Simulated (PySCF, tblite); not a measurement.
# C2H3Ga: protonation, part 1 of 2

What do calculations give for the protonation of C2H3Ga (`C#[C][GaH2]`)?

Programs: tblite 0.8.0 and PySCF 2.14.0, with routines of our own; each step states its level. All values are computed. Atoms count from 0.

### 1 The system as given

6 atoms, charge 0, multiplicity 1; geometry from: start built from the parent or by distance geometry.

### 2 Optimising the geometry with GFN2-xTB

Job settings and geometry (Å):

```
{"job": {"kind": "relax", "xc": "GFN2-xTB", "basis": "xTB"}, "charge": 0, "multiplicity": 1}
C     -1.732500     0.174500     0.890900
C     -0.764500    -0.015700     0.200500
Ga     1.063700    -0.385800    -0.948800
H     -2.600100     0.387300     1.453500
H      2.020400     0.955900    -1.003400
H      2.019200    -1.112200     0.137200
```

Started as:

```sh
OMP_NUM_THREADS=1 python redox_run.py task.json out
```

This one command runs all jobs of the session in turn.

Log:

```text
step      E/eV     max force
  0    -186.42872    2.591
  1    -186.55565    2.417
  2    -186.99821    2.908
  3    -187.17626    2.211
  4    -187.34559    1.089
  5    -187.37978    0.853
  6    -187.42072    0.242
  7    -187.42352    0.210
  8    -187.42703    0.226
  9    -187.43220    0.295
 10    -187.43851    0.322
 11    -187.44405    0.211
 12    -187.44801    0.203
 13    -187.45077    0.190
 14    -187.45484    0.231
 15    -187.46032    0.252
 16    -187.46536    0.275
 17    -187.46914    0.223
 18    -187.47156    0.188
 19    -187.47366    0.222
 20    -187.47587    0.265
 21    -187.47873    0.253
 22    -187.48071    0.173
 23    -187.48194    0.072
 24    -187.48222    0.058
 25    -187.48248    0.057
 26    -187.48261    0.036
 27    -187.48267    0.019
 28    -187.48269    0.012
 29    -187.48270    0.012
 30    -187.48272    0.018
 31    -187.48275    0.021
 32    -187.48277    0.017
 33    -187.48278    0.013
 34    -187.48279    0.014
 35    -187.48281    0.021
 36    -187.48286    0.033
 37    -187.48294    0.038
 38    -187.48301    0.026
 39    -187.48304    0.011
 40    -187.48305    0.005
```

It took 0.23 s on 1 thread of AMD EPYC, shared host.

Along the way: (not every step is listed)

| step | energy from step 0 (eV) | largest force (eV/Å) |
| --- | --- | --- |
| 0 | 0.0000 | 2.5909 |
| 1 | -0.1269 | 2.4168 |
| 2 | -0.5695 | 2.9080 |
| 3 | -0.7475 | 2.2114 |
| 4 | -0.9169 | 1.0893 |
| 5 | -0.9511 | 0.8532 |
| 6 | -0.9920 | 0.2423 |
| 7 | -0.9948 | 0.2098 |
| 8 | -0.9983 | 0.2262 |
| 10 | -1.0098 | 0.3216 |
| 12 | -1.0193 | 0.2034 |
| 14 | -1.0261 | 0.2307 |
| 16 | -1.0366 | 0.2749 |
| 18 | -1.0428 | 0.1883 |
| 20 | -1.0471 | 0.2647 |
| 22 | -1.0520 | 0.1727 |
| 24 | -1.0535 | 0.0582 |
| 26 | -1.0539 | 0.0357 |
| 28 | -1.0540 | 0.0116 |
| 30 | -1.0540 | 0.0175 |
| 32 | -1.0540 | 0.0166 |
| 34 | -1.0541 | 0.0143 |
| 35 | -1.0541 | 0.0206 |
| 36 | -1.0541 | 0.0326 |
| 37 | -1.0542 | 0.0375 |
| 38 | -1.0543 | 0.0260 |
| 39 | -1.0543 | 0.0114 |
| 40 | -1.0543 | 0.0055 |

Distances of close pairs at the start and the end, largest changes first:

| bond | before (Å) | after (Å) | change (Å) |
| --- | --- | --- | --- |
| C1–Ga2 | 2.191 | 1.954 | -0.237 |
| Ga2–H4 | 1.649 | 1.563 | -0.085 |
| Ga2–H5 | 1.619 | 1.564 | -0.055 |
| C0–C1 | 1.204 | 1.210 | +0.006 |
| C0–H3 | 1.056 | 1.056 | +0.000 |

The next job starts from the end point, and lists it.

### 3 Infrared spectrum with GFN2-xTB

Job settings and geometry (Å):

```
{"job": {"kind": "ir", "xc": "GFN2-xTB", "basis": "xTB"}, "charge": 0, "multiplicity": 1}
C     -1.710352     0.206395     0.838517
C     -0.602114     0.074579     0.371633
Ga     1.190158    -0.142135    -0.376824
H     -2.677927     0.319756     1.246093
H      1.779629     0.964647    -1.310597
H      2.026852    -1.419260    -0.038961
```

Log:

```text
mode    cm-1     km/mol
  1     148.2      1.79
  2     156.2      4.31
  3     424.3    227.69
  4     426.0    158.88
  5     447.8     52.77
  6     685.6     46.75
  7     686.4     37.43
  8     698.9    352.61
  9    1637.1    176.00
 10    1667.0    754.52
 11    2130.6     39.46
 12    3312.0      0.46
ZPE 74.289  H(298)-E 90.694  G(298)-E 3.659 kJ/mol  S 291.92 J/(mol K)
```

Run time: 0.26 s. Hardware: 1 thread of AMD EPYC, shared host.

Which atoms move in the most intense modes:

| cm⁻¹ | km/mol | atoms |
| --- | --- | --- |
| 424 | 227.7 | H5 45 %, H4 45 % |
| 426 | 158.9 | H5 39 %, H4 39 %, C1 16 % |
| 448 | 52.8 | C0 38 %, C1 33 %, Ga2 26 % |
| 686 | 46.8 | H3 81 %, C0 17 % |
| 699 | 352.6 | H4 49 %, H5 49 % |
| 1637 | 176.0 | H5 52 %, H4 47 % |
| 1667 | 754.5 | H4 51 %, H5 47 % |
| 2131 | 39.5 | C1 54 %, C0 37 % |

### 4 Relaxing the molecule at PBE0-D3(BJ)/def2-SVP

The job, as its differences from that of step 3:

```diff
@@ -1,2 +1,2 @@
-{"job": {"kind": "ir", "xc": "GFN2-xTB", "basis": "xTB"}, "charge": 0, "multiplicity": 1}
+{"job": {"xc": "PBE0", "basis": "def2-SVP", "d3": "d3bj", "grid": 1, "kind": "geom"}, "charge": 0, "multiplicity": 1}
 C     -1.710352     0.206395     0.838517
```

Log:

```text
step   0  E = -2002.12459302  max force = 0.031725
step   1  E = -2002.12517669  max force = 0.004378
step   2  E = -2002.12537102  max force = 0.003363
step   3  E = -2002.12559131  max force = 0.004123
step   4  E = -2002.12574549  max force = 0.002727
step   5  E = -2002.12582495  max force = 0.001097
step   6  E = -2002.12583582  max force = 0.000345
optimisation converged
```

It took 26 s on 1 thread of AMD EPYC, shared host; peak memory 0.32 GiB.

Step by step:

```csv
step,energy from step 0 (eV),largest force component (eV/Å)
0,0.0000,1.6314
1,-0.0159,0.2251
2,-0.0212,0.1729
3,-0.0272,0.2120
4,-0.0314,0.1402
5,-0.0335,0.0564
6,-0.0338,0.0177
```

Distances of close pairs at the start and the end, largest changes first:

```csv
bond,before (Å),after (Å),change (Å)
C1–Ga2,1.954,1.916,-0.038
C0–H3,1.056,1.076,+0.020
C0–C1,1.210,1.221,+0.011
Ga2–H5,1.564,1.563,-0.001
Ga2–H4,1.563,1.563,-0.001
```

The next job starts from the end point, and lists it.

```
                         at the end point                value
  point group (found at 0.08 Å tolerance)                  C2v
rotational constants (GHz, main isotopes)  132.1, 3.629, 3.532
                        dipole moment (D)                 0.30
```

### 5 Harmonic vibrations (C₂H₃Ga): PBE0-D3(BJ)/def2-SVP

Job settings and geometry (Å):

```
{"job": {"xc": "PBE0", "basis": "def2-SVP", "d3": "d3bj", "grid": 2, "kind": "hessian"}, "charge": 0, "multiplicity": 1}
C     -1.575386     0.270294     1.028383
C     -0.525136     0.096984     0.430829
Ga     1.114426    -0.189691    -0.519075
H     -2.498796     0.425153     1.559378
H      1.590953     0.916214    -1.514906
H      1.900226    -1.514387    -0.255177
```

Log:

```text
coarse grid: 25192 points
cycle   1  E = -2002.0748184265  dE = -3.711e-01  |g| = 5.437e-01  |ddm| = 2.747e+00
cycle   2  E = -2002.0528437746  dE =  2.197e-02  |g| = 6.673e-01  |ddm| = 1.097e+00
cycle   3  E = -2002.1251359257  dE = -7.229e-02  |g| = 5.221e-02  |ddm| = 6.468e-01
cycle   4  E = -2002.1251430032  dE = -7.077e-06  |g| = 5.102e-02  |ddm| = 7.686e-02
cycle   5  E = -2002.1258288805  dE = -6.859e-04  |g| = 5.277e-03  |ddm| = 4.097e-02
cycle   6  E = -2002.1258352237  dE = -6.343e-06  |g| = 1.337e-03  |ddm| = 6.755e-03
final grid: 51824 points
cycle   7  E = -2002.1257991464  dE = -2.083e-10  |g| = 1.434e-03  |ddm| = 2.990e-03
cycle   8  E = -2002.1257989269  dE =  2.196e-07  |g| = 1.703e-03  |ddm| = 3.183e-03
cycle   9  E = -2002.1257996787  dE = -7.518e-07  |g| = 5.142e-04  |ddm| = 1.785e-03
cycle  10  E = -2002.1257997482  dE = -6.952e-08  |g| = 1.353e-05  |ddm| = 3.932e-04
cycle  11  E = -2002.1257997483  dE = -6.230e-11  |g| = 3.029e-06  |ddm| = 1.971e-05
converged SCF energy = -2002.1257997483

mode    cm-1
  1     202.6
  2     212.4
  3     499.4
  4     539.7
  5     625.0
  6     718.0
  7     755.2
  8     769.9
  9    2008.4
 10    2011.6
 11    2134.1
 12    3467.7
ZPE 83.404  H(298)-E 98.447  G(298)-E 14.174 kJ/mol  S 282.65 J/(mol K)
```

Wall time 71 s (1 thread of AMD EPYC, shared host); peak memory 1 GiB.

Zero-point energy 83.40 kJ/mol (xTB gave 74.29).

### 6 Single point (C2H3Ga): PBE0-D3(BJ)/def2-TZVP

Geometry: PBE0-D3(BJ)/def2-SVP.

Job settings and geometry (Å):

```
{"job": {"kind": "sp", "xc": "PBE0", "basis": "def2-TZVP", "d3": "d3bj", "grid": 2}, "charge": 0, "multiplicity": 1}
C     -1.575386     0.270294     1.028383
C     -0.525136     0.096984     0.430829
Ga     1.114426    -0.189691    -0.519075
H     -2.498796     0.425153     1.559378
H      1.590953     0.916214    -1.514906
H      1.900226    -1.514387    -0.255177
```

Log:

```text
coarse grid: 25192 points
cycle   1  E = -2002.3836023184  dE = -3.298e-01  |g| = 7.983e-01  |ddm| = 2.488e+00
cycle   2  E = -2002.3307927304  dE =  5.281e-02  |g| = 1.062e+00  |ddm| = 1.384e+00
cycle   3  E = -2002.4586484475  dE = -1.279e-01  |g| = 3.265e-02  |ddm| = 7.800e-01
cycle   4  E = -2002.4584048469  dE =  2.436e-04  |g| = 4.451e-02  |ddm| = 6.083e-02
cycle   5  E = -2002.4588978243  dE = -4.930e-04  |g| = 7.472e-03  |ddm| = 2.721e-02
cycle   6  E = -2002.4589119219  dE = -1.410e-05  |g| = 1.010e-03  |ddm| = 5.868e-03
cycle   7  E = -2002.4589122254  dE = -3.034e-07  |g| = 2.984e-04  |ddm| = 1.275e-03
final grid: 51824 points
cycle   8  E = -2002.4589080455  dE =  3.793e-09  |g| = 3.437e-04  |ddm| = 2.104e-03
cycle   9  E = -2002.4589080098  dE =  3.567e-08  |g| = 5.051e-04  |ddm| = 6.310e-04
cycle  10  E = -2002.4589080711  dE = -6.135e-08  |g| = 1.461e-04  |ddm| = 3.411e-04
cycle  11  E = -2002.4589080765  dE = -5.361e-09  |g| = 3.199e-06  |ddm| = 9.325e-05
converged SCF energy = -2002.4589080765
```

Wall time 12 s (1 thread of AMD EPYC, shared host); peak memory 0.51 GiB.

The fields below are evaluated on a grid from the run's orbitals.

Frontier orbitals at PBE0/def2-TZVP, with the share of their density that lies nearest to each atom:

| orbital | energy (eV) | lies on |
| --- | --- | --- |
| HOMO | -7.91 | C0, C1 about 36 % each; H4, H5 about 11 % each |
| LUMO | -1.99 | Ga2 48 %; H4, H5 about 14 % each; C0, C1 about 11 % each |

ELF in a plane through or near 6 of the atoms.

Values, 10 rows by 14 columns:
```
0.00 0.00 0.00 0.00 0.00 0.00 0.00 0.00 0.00 0.00 0.00 0.00 0.00 0.00
0.00 0.00 0.00 0.01 0.18 0.08 0.00 0.00 0.00 0.00 0.00 0.00 0.00 0.00
0.00 0.00 0.00 0.84 1.00 0.98 0.05 0.00 0.02 0.02 0.00 0.00 0.00 0.00
0.00 0.00 0.05 0.99 1.00 0.99 0.16 0.20 0.50 0.45 0.19 0.03 0.00 0.00
0.00 0.00 0.01 0.60 0.58 0.32 0.19 0.83 0.81 0.60 0.91 0.95 0.03 0.00
0.00 0.00 0.00 0.18 0.19 0.59 0.17 0.72 0.54 0.43 0.99 0.99 0.10 0.00
0.00 0.00 0.05 0.97 0.99 0.67 0.25 0.59 0.72 0.67 0.58 0.49 0.00 0.00
0.00 0.00 0.02 0.99 1.00 1.00 0.10 0.03 0.19 0.19 0.04 0.00 0.00 0.00
0.00 0.00 0.00 0.34 0.94 0.82 0.02 0.00 0.00 0.00 0.00 0.00 0.00 0.00
0.00 0.00 0.00 0.00 0.00 0.00 0.00 0.00 0.00 0.00 0.00 0.00 0.00 0.00
```
The map spans 11.0 Å across and 8.0 Å up, centred on the molecule. Atoms in the plane (x, y in Å): C0 (1.8, 0.0), C1 (0.6, 0.0), Ga2 (-1.3, 0.0), H3 (2.9, 0.0), H4 (-2.0, -1.4), H5 (-2.0, 1.4).

log10 of the density (e/Å³) in the same plane.

Ten even steps from '0' (-4.0) to '9' (2.2):
```
0000000000000000000000000000
0000000111110000000000000000
0000011222211000000000000000
0000112333322111111100000000
0000123344432222222211000000
0000133455543333333322100000
0001234566554444444433210000
0001234566655555555544321000
0001234556775666666665432100
0001234567996669778766532100
0001234567996668778766532100
0001234556775666666665432100
0001234566655555555544321000
0001234566554444444433210000
0000123455543333333322100000
0000123344432222222211000000
0000112333322111111100000000
0000011222211000000000000000
0000000111110000000000000000
0000000000000000000000000000
```
The map spans 11.0 Å across and 8.0 Å up, centred on the molecule. Atoms in the plane (x, y in Å): C0 (1.8, 0.0), C1 (0.6, 0.0), Ga2 (-1.3, 0.0), H3 (2.9, 0.0), H4 (-2.0, -1.4), H5 (-2.0, 1.4).

On the surface of density 0.002 e/bohr³ the electrostatic potential runs, from the 1st to the 99th percentile, from -0.85 V near C1 to 3.04 V near Ga2.

### 7 Geometry optimisation with GFN2-xTB

This step treats C2H4Ga+, `C=[C+][GaH2]`.

Job settings and geometry (Å):

```
{"job": {"kind": "relax", "xc": "GFN2-xTB", "basis": "xTB"}, "charge": 1, "multiplicity": 1}
C     -1.559100     0.264200     1.023100
C     -0.535900     0.105600     0.407800
Ga     1.131900    -0.197300    -0.515900
H     -2.501300     0.439800     1.538800
H      1.587700     0.912400    -1.503600
H      1.889200    -1.516100    -0.264000
H     -1.747900    -0.768000     0.957800
```

Log:

```text
step      E/eV     max force
  0    -187.15208    4.527
  1    -187.24087    5.421
  2    -187.53789    1.597
  3    -187.68120    1.776
  4    -187.80832    1.543
  5    -187.85870    0.672
  6    -187.87473    0.427
  7    -187.88710    0.326
  8    -187.89178    0.301
  9    -187.89875    0.240
 10    -187.90425    0.303
 11    -187.91445    0.385
 12    -187.93123    0.599
 13    -187.95350    0.802
 14    -187.98800    0.761
 15    -188.01297    0.370
 16    -188.02460    0.407
 17    -188.03097    0.144
 18    -188.03238    0.161
 19    -188.03417    0.227
 20    -188.03651    0.244
 21    -188.03866    0.185
 22    -188.04014    0.135
 23    -188.04106    0.081
 24    -188.04160    0.072
 25    -188.04193    0.065
 26    -188.04262    0.096
 27    -188.04371    0.124
 28    -188.04527    0.157
 29    -188.04694    0.145
 30    -188.04835    0.141
 31    -188.04955    0.171
 32    -188.05126    0.225
 33    -188.05311    0.254
 34    -188.05449    0.183
 35    -188.05531    0.093
 36    -188.05592    0.136
 37    -188.05677    0.141
 38    -188.05765    0.145
 39    -188.05836    0.094
 40    -188.05877    0.057
 41    -188.05904    0.079
 42    -188.05943    0.057
 43    -188.05989    0.056
 44    -188.06048    0.104
 45    -188.06118    0.154
 46    -188.06203    0.217
 47    -188.06278    0.114
 48    -188.06351    0.076
 49    -188.06367    0.060
 50    -188.06376    0.029
 51    -188.06381    0.023
 52    -188.06389    0.040
 53    -188.06400    0.058
 54    -188.06420    0.069
 55    -188.06440    0.055
 56    -188.06453    0.023
 57    -188.06458    0.020
 58    -188.06460    0.018
 59    -188.06464    0.025
 60    -188.06471    0.030
 61    -188.06482    0.029
 62    -188.06493    0.026
 63    -188.06499    0.013
 64    -188.06501    0.013
 65    -188.06502    0.013
 66    -188.06504    0.016
 67    -188.06510    0.029
 68    -188.06524    0.052
 69    -188.06557    0.084
 70    -188.06613    0.105
 71    -188.06670    0.089
 72    -188.06728    0.034
 73    -188.06734    0.027
 74    -188.06735    0.005
```

It took 0.82 s on 1 thread of AMD EPYC, shared host.

Step by step: (not every step is listed)

```
step  energy from step 0 (eV)  largest force (eV/Å)
   0                   0.0000                4.5266
   1                  -0.0888                5.4212
   2                  -0.3858                1.5974
   3                  -0.5291                1.7764
   4                  -0.6562                1.5434
   5                  -0.7066                0.6717
   6                  -0.7226                0.4267
   7                  -0.7350                0.3256
   8                  -0.7397                0.3008
  14                  -0.8359                0.7615
  20                  -0.8844                0.2435
  26                  -0.8905                0.0962
  32                  -0.8992                0.2246
  38                  -0.9056                0.1449
  44                  -0.9084                0.1042
  50                  -0.9117                0.0294
  56                  -0.9124                0.0233
  62                  -0.9128                0.0260
  68                  -0.9132                0.0524
  69                  -0.9135                0.0841
  70                  -0.9140                0.1051
  71                  -0.9146                0.0894
  72                  -0.9152                0.0335
  73                  -0.9153                0.0273
  74                  -0.9153                0.0047
```

Close pairs (by a distance rule), those that changed most:

| bond | before (Å) | after (Å) | change (Å) |
| --- | --- | --- | --- |
| C1–Ga2 | 1.930 | 2.099 | +0.168 |
| C0–C1 | 1.204 | 1.261 | +0.057 |
| C0–H6 | 1.051 | 1.092 | +0.041 |
| Ga2–H4 | 1.554 | 1.529 | -0.025 |
| Ga2–H5 | 1.541 | 1.565 | +0.024 |
| C0–H3 | 1.088 | 1.093 | +0.005 |

The next job starts from the end point, and lists it.

### 8 Vibrational analysis with GFN2-xTB

Job settings and geometry (Å):

```
{"job": {"kind": "ir", "xc": "GFN2-xTB", "basis": "xTB"}, "charge": 1, "multiplicity": 1}
C     -1.575925    -0.105645     1.006823
C     -0.580374     0.228713     0.308225
Ga     1.256647     0.003083    -0.680951
H     -2.391196     0.586693     1.233486
H      1.978914     1.083498    -1.486598
H      1.365229    -1.486328    -0.211667
H     -1.788688    -1.069438     1.474716
```

Log:

```text
mode    cm-1     km/mol
  1     107.7     41.49
  2     156.8     25.26
  3     263.0      8.99
  4     291.9     50.68
  5     310.9     89.33
  6     371.9     88.32
  7     467.2     80.34
  8     542.2    279.24
  9     824.3    135.61
 10    1057.2    288.31
 11    1612.2    166.36
 12    1797.7    232.08
 13    1825.8    142.32
 14    2883.8    185.36
 15    2930.8    265.86
ZPE 92.372  H(298)-E 111.598  G(298)-E 16.809 kJ/mol  S 317.92 J/(mol K)
```

It took 0.4 s on 1 thread of AMD EPYC, shared host; peak memory 0.51 GiB.

Which atoms move in the most intense modes:

```csv
cm⁻¹,km/mol,atoms
542,279.2,"H5 47 %, C1 14 %, H6 10 %"
824,135.6,"H6 37 %, H3 37 %, C0 25 %"
1057,288.3,"H6 48 %, H3 46 %"
1612,166.4,H5 98 %
1798,232.1,H4 89 %
1826,142.3,"C1 49 %, C0 39 %"
2884,185.4,"H3 48 %, H6 43 %"
2931,265.9,"H6 49 %, H3 44 %"
```

(Continued in part 2 of 2.)
